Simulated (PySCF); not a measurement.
**One shape, several levels: C2H10BNSi (SMILES BN([SiH3])CC)**

Aim: a comparison of 6 runs (HF/STO-3G, HF/def2-SVP, B3LYP/6-31G*, PBE0/def2-SVP, TPSS/def2-SVPD, MP2/cc-pVDZ) of C2H10BNSi. The job is set up through a Python script.

The results are computed with PySCF 2.14.0.

## Step 1: Starting point

C2H10BNSi: 15 atoms, total charge 0, spin state singlet. As SMILES, `BN([SiH3])CC`. The shape is that of a PBE0-D4/def2-TZVP optimisation. This is one conformer, not always the lowest.

Bond lengths: B1–N2 1.396 Å, N2–Si3 1.749 Å, N2–C4 1.467 Å, C4–C5 1.517 Å, B1–H6 1.200 Å, B1–H7 1.197 Å, Si3–H8 1.488 Å, Si3–H9 1.479 Å, Si3–H10 1.488 Å, C4–H11 1.092 Å, C4–H12 1.097 Å, C5–H13 1.093 Å, C5–H14 1.092 Å, C5–H15 1.092 Å. Some angles: B1–N2–Si3 122.5°, B1–N2–C4 121.0°, Si3–N2–C4 116.6°, N2–C4–C5 112.5°, N2–B1–H6 119.1°, N2–B1–H7 119.6°, N2–Si3–H8 109.2°, N2–Si3–H9 109.1°, N2–Si3–H10 110.4°, N2–C4–H11 108.2°.

## Step 2: Energy and gradient at HF/STO-3G (run 1)

Input file calc.py:

```python
# BN([SiH3])CC
from pyscf import gto, scf

mol = gto.M(
    atom='''
B    0.978500   1.611700  -0.041400
N    0.565400   0.284700   0.089100
Si   0.914500  -0.671600   1.511900
C   -0.178200  -0.383100  -0.984300
C   -1.680400  -0.268400  -0.809100
H    0.741800   2.198900  -1.061200
H    1.563300   2.140100   0.859800
H    1.755900  -1.836800   1.124800
H    1.616000   0.173000   2.503200
H   -0.343300  -1.210700   2.096900
H    0.121900   0.061800  -1.935800
H    0.113800  -1.439400  -1.024300
H   -2.201800  -0.788700  -1.616100
H   -2.004600  -0.702800   0.139200
H   -1.984800   0.780400  -0.823200
''',
    verbose=3,
    basis='sto-3g',
    max_memory=1860,
)

mf = scf.RHF(mol)
mf.conv_tol = 1e-10
mf.kernel()
if not mf.converged:
    mf = mf.newton().run(mf.mo_coeff, mf.mo_occ)

e_tot = mf.e_tot
print('Final energy', e_tot)
grad = mf.nuc_grad_method().kernel()
dip = mf.dip_moment()
pop, q = mf.mulliken_pop()
```

Launch:

```console
$ OMP_NUM_THREADS=1 python calc.py
```

Log:

```text
converged SCF energy = -444.416970380965
Final energy -444.4169703809647
--------------- RHF gradients ---------------
         x                y                z
0 B     0.0020638437    -0.0024180126     0.0058872587
1 N    -0.0165039560    -0.0263919149    -0.0127758464
2 Si    -0.0054570430     0.0252869345    -0.0306363993
3 C    -0.0191377839     0.0078225364     0.0149130960
4 C     0.0289683997    -0.0013862851    -0.0010102187
5 H    -0.0063156430     0.0097350611    -0.0227931852
6 H     0.0115885388     0.0094337752     0.0193345529
7 H     0.0178060002    -0.0268071485    -0.0083477115
8 H     0.0146581022     0.0183557748     0.0208109631
9 H    -0.0277479323    -0.0132979827     0.0130012575
10 H     0.0038201912     0.0015260839     0.0000846886
11 H     0.0024778551    -0.0023677503     0.0005146611
12 H    -0.0028257842    -0.0029390886    -0.0041795448
13 H    -0.0020563331    -0.0021169212     0.0051328617
14 H    -0.0013384554     0.0055649379     0.0000635664
----------------------------------------------
Dipole moment(X, Y, Z, Debye): -0.49984, -1.60566,  0.27906
 ** Mulliken pop  **
pop of  0 B 1s            1.99081
pop of  0 B 2s            0.90524
pop of  0 B 2px           0.43159
pop of  0 B 2py           0.63822
pop of  0 B 2pz           0.78526
pop of  1 N 1s            1.99505
pop of  1 N 2s            1.53119
pop of  1 N 2px           1.49421
pop of  1 N 2py           1.27471
pop of  1 N 2pz           1.22987
pop of  2 Si 1s           1.99960
pop of  2 Si 2s           1.98721
pop of  2 Si 3s           1.15238
pop of  2 Si 2px          1.96528
pop of  2 Si 2py          1.96436
pop of  2 Si 2pz          1.96370
pop of  2 Si 3px          0.76940
pop of  2 Si 3py          0.72252
pop of  2 Si 3pz          0.65453
pop of  3 C 1s            1.99212
pop of  3 C 2s            1.16343
pop of  3 C 2px           0.93789
pop of  3 C 2py           0.98052
pop of  3 C 2pz           0.93116
pop of  4 C 1s            1.99203
pop of  4 C 2s            1.18322
pop of  4 C 2px           0.96257
pop of  4 C 2py           1.02348
pop of  4 C 2pz           1.01818
pop of  5 H 1s            1.09599
pop of  6 H 1s            1.09657
pop of  7 H 1s            1.16119
pop of  8 H 1s            1.14542
pop of  9 H 1s            1.16167
pop of  10 H 1s           0.93194
pop of  11 H 1s           0.95059
pop of  12 H 1s           0.93852
pop of  13 H 1s           0.94218
pop of  14 H 1s           0.93617
 ** Mulliken atomic charges  **
charge of    0B =      0.24887
charge of    1N =     -0.52503
charge of    2Si =      0.82102
charge of    3C =     -0.00511
charge of    4C =     -0.17949
charge of    5H =     -0.09599
charge of    6H =     -0.09657
charge of    7H =     -0.16119
charge of    8H =     -0.14542
charge of    9H =     -0.16167
charge of   10H =      0.06806
charge of   11H =      0.04941
charge of   12H =      0.06148
charge of   13H =      0.05782
charge of   14H =      0.06383
```

Run time: 7.2 s. Hardware: 1 thread of Intel Xeon at 2.50GHz (Skylake/Cascade Lake), shared host; peak memory 0.12 GiB.

## Step 3: Energy and forces at HF/def2-SVP (run 2)

Input file calc.py:

```python
import pyscf.grad
from pyscf import gto

molecule = gto.M(
    atom='''
B    0.978500   1.611700  -0.041400
N    0.565400   0.284700   0.089100
Si   0.914500  -0.671600   1.511900
C   -0.178200  -0.383100  -0.984300
C   -1.680400  -0.268400  -0.809100
H    0.741800   2.198900  -1.061200
H    1.563300   2.140100   0.859800
H    1.755900  -1.836800   1.124800
H    1.616000   0.173000   2.503200
H   -0.343300  -1.210700   2.096900
H    0.121900   0.061800  -1.935800
H    0.113800  -1.439400  -1.024300
H   -2.201800  -0.788700  -1.616100
H   -2.004600  -0.702800   0.139200
H   -1.984800   0.780400  -0.823200
''',
    basis='def2-svp',
    max_memory=1860,
    charge=0,
    verbose=4,
    spin=0,
)

myscf = molecule.RHF()
myscf.conv_tol = 1e-10
myscf.kernel()
if not myscf.converged:
    myscf = myscf.newton().run(myscf.mo_coeff, myscf.mo_occ)

etot = myscf.e_tot
print('E = %.10f Eh' % etot)
grad = myscf.Gradients().kernel()
dip = myscf.dip_moment()
pop, q = myscf.mulliken_pop()
```

Launch:

```console
$ OMP_NUM_THREADS=1 python calc.py
```

Log:

```text
PySCF version 2.14.0

[... 71 lines left out ...]
converged SCF energy = -449.459452898239
[... 12 lines left out ...]
Dipole moment(X, Y, Z, Debye): -0.70264, -1.04261, -0.46464
[... 140 lines left out ...]
charge of   14H =      0.03706
```

Run time: 49 s. Hardware: 1 thread of Intel Xeon at 2.50GHz (Skylake/Cascade Lake), shared host; peak memory 0.35 GiB.

## Step 4: Energy and gradient at B3LYP/6-31G(d) (Cartesian functions) (run 3)

Input file calc.py:

```python
from pyscf import gto, dft

molecule = gto.M(
    atom='''
B      1.849097     3.045672    -0.078235
N      1.068451     0.538005     0.168375
Si     1.728155    -1.269140     2.857077
C     -0.336749    -0.723954    -1.860057
C     -3.175496    -0.507202    -1.528977
H      1.401799     4.155319    -2.005377
H      2.954209     4.044203     1.624787
H      3.318170    -3.471049     2.125564
H      3.053797     0.326923     4.730362
H     -0.648743    -2.287891     3.962567
H      0.230358     0.116785    -3.658132
H      0.215051    -2.720072    -1.935646
H     -4.160799    -1.490427    -3.053986
H     -3.788145    -1.328100     0.263050
H     -3.750728     1.474742    -1.555623
''',
    unit='bohr',
    basis='6-31g*',
    cart=True,
    verbose=4,
    max_memory=1860,
    charge=0,
)

mf = dft.RKS(molecule, xc='b3lyp')
mf.grids.level = 5
mf.conv_tol = 1e-10
mf.kernel()
if not mf.converged:
    mf = mf.newton().run(mf.mo_coeff, mf.mo_occ)

etot = mf.e_tot
print(f'total energy: {etot:.8f} hartree')
grad = mf.nuc_grad_method().kernel()
mf.analyze()
```

Launch:

```console
$ OMP_NUM_THREADS=1 python calc.py
```

Log:

```text
PySCF version 2.14.0

[... 99 lines left out ...]
Total Energy =                        -451.371132775532203
[... 14 lines left out ...]
MO #8   energy= -3.65147474114784  occ= 2
[... 12 lines left out ...]
MO #21  energy= -0.351212599529185 occ= 2
[... 12 lines left out ...]
MO #34  energy= 0.172237277915342  occ= 0
[... 12 lines left out ...]
MO #47  energy= 0.527116922122031  occ= 0
[... 12 lines left out ...]
MO #60  energy= 0.89277047060739   occ= 0
[... 12 lines left out ...]
MO #73  energy= 1.28460516105665   occ= 0
[... 12 lines left out ...]
MO #86  energy= 2.12442183132001   occ= 0
[... 12 lines left out ...]
MO #99  energy= 4.43041327174272   occ= 0
[... 117 lines left out ...]
Dipole moment(X, Y, Z, Debye): -0.77393, -1.33693, -0.36323
```

Wall time 1.8 min (1 thread of Intel Xeon at 2.50GHz (Skylake/Cascade Lake), shared host); peak memory 1 GiB.

Runs 4 to 5 aren't shown in full; the table further down has their settings and results.

## Step 5: Energy and forces at MP2/cc-pVDZ (run 6)

Input file input.py:

```python
# BN([SiH3])CC
from pyscf import gto, scf, mp

mol = gto.Mole()
mol.atom = [
    ('B', (0.978500, 1.611700, -0.041400)),
    ('N', (0.565400, 0.284700, 0.089100)),
    ('Si', (0.914500, -0.671600, 1.511900)),
    ('C', (-0.178200, -0.383100, -0.984300)),
    ('C', (-1.680400, -0.268400, -0.809100)),
    ('H', (0.741800, 2.198900, -1.061200)),
    ('H', (1.563300, 2.140100, 0.859800)),
    ('H', (1.755900, -1.836800, 1.124800)),
    ('H', (1.616000, 0.173000, 2.503200)),
    ('H', (-0.343300, -1.210700, 2.096900)),
    ('H', (0.121900, 0.061800, -1.935800)),
    ('H', (0.113800, -1.439400, -1.024300)),
    ('H', (-2.201800, -0.788700, -1.616100)),
    ('H', (-2.004600, -0.702800, 0.139200)),
    ('H', (-1.984800, 0.780400, -0.823200)),
]
mol.basis = 'cc-pvdz'
mol.max_memory = 1860
mol.verbose = 4
mol.build()

calc0 = scf.RHF(mol)
calc0.conv_tol = 1e-10
calc0.kernel()
if not calc0.converged:
    calc0 = calc0.newton().run(calc0.mo_coeff, calc0.mo_occ)

pt = mp.MP2(calc0, frozen=9).run()
e_final = pt.e_tot
print(f'total energy: {e_final:.8f} hartree')
grad = pt.nuc_grad_method().kernel()
calc0.analyze()
```

Launch:

```console
$ OMP_NUM_THREADS=1 python input.py
```

Log:

```text
PySCF version 2.14.0

[... 91 lines left out ...]
Nuclear Repulsion Energy =             226.679566578270936
[... 17 lines left out ...]
MO #12  energy= -0.846476388102575 occ= 2
[... 15 lines left out ...]
MO #28  energy= 0.194874959603513  occ= 0
[... 15 lines left out ...]
MO #44  energy= 0.514241452892926  occ= 0
[... 15 lines left out ...]
MO #60  energy= 0.885560136748964  occ= 0
[... 15 lines left out ...]
MO #76  energy= 1.40105041169316   occ= 0
[... 15 lines left out ...]
MO #92  energy= 1.91694182146843   occ= 0
[... 15 lines left out ...]
MO #108 energy= 2.3357899568653    occ= 0
[... 15 lines left out ...]
MO #124 energy= 3.13089677143567   occ= 0
[... 142 lines left out ...]
Dipole moment(X, Y, Z, Debye): -0.69429, -1.04334, -0.46675
```

Wall time 1.7 min (1 thread of Intel Xeon at 2.50GHz (Skylake/Cascade Lake), shared host); peak memory 1.3 GiB.

## Step 6: All runs side by side

| run | level | Cartesian functions | integration grid | energy (Eh) | dipole moment (D) of the reference | HOMO energy (eV) | LUMO energy (eV) | wall time |
| --- | --- | --- | --- | --- | --- | --- | --- | --- |
| 1 | HF/STO-3G | no | – | -444.416970 | 1.70 | -8.64 | 9.09 | 7.2 s |
| 2 | HF/def2-SVP | no | – | -449.459453 | 1.34 | -10.94 | 3.64 | 49 s |
| 3 | B3LYP/6-31G* (Cartesian functions) | yes | 5 | -451.371133 | 1.59 | -7.48 | 0.25 | 1.8 min |
| 4 | PBE0/def2-SVP | no | 5 | -450.822173 | 1.61 | -7.91 | 0.07 | 2.1 min |
| 5 | TPSS/def2-SVPD | no | 5 | -451.227525 | 1.62 | -6.78 | -0.86 | 6.1 min |
| 6 | MP2/cc-pVDZ | no | – | -450.320012 | 1.34 | -10.82 | 3.68 | 1.7 min |

## Step 7: Results

```
                                          quantity          value
                               run 6: total energy  -450.32001 Eh
       run 6: dipole moment (Hartree–Fock density)         1.34 D
        run 6: HOMO energy (Hartree–Fock orbitals)      -10.82 eV
        run 6: LUMO energy (Hartree–Fock orbitals)        3.68 eV
      run 6: HOMO–LUMO gap (Hartree–Fock orbitals)       14.50 eV
run 6: correlation energy (9 core orbitals frozen)     -650.3 mEh
                   run 6: largest force on an atom     1.008 eV/Å
```

**Reading.** Over runs 1, 2, 3, 4, 5 the dipole moment (its size) runs from 1.34 D (HF/def2-SVP) to 1.70 D (HF/STO-3G). Over runs 1, 2, 3, 4, 5 the HOMO–LUMO gap runs from 5.91 eV (TPSS/def2-SVPD) to 17.74 eV (HF/STO-3G). The two ends differ in method and basis. Totals of different functionals can't be ranked against each other. In run 1 the basis is minimal, so the values are rough. All runs together took 13 min, the longest 6.1 min.
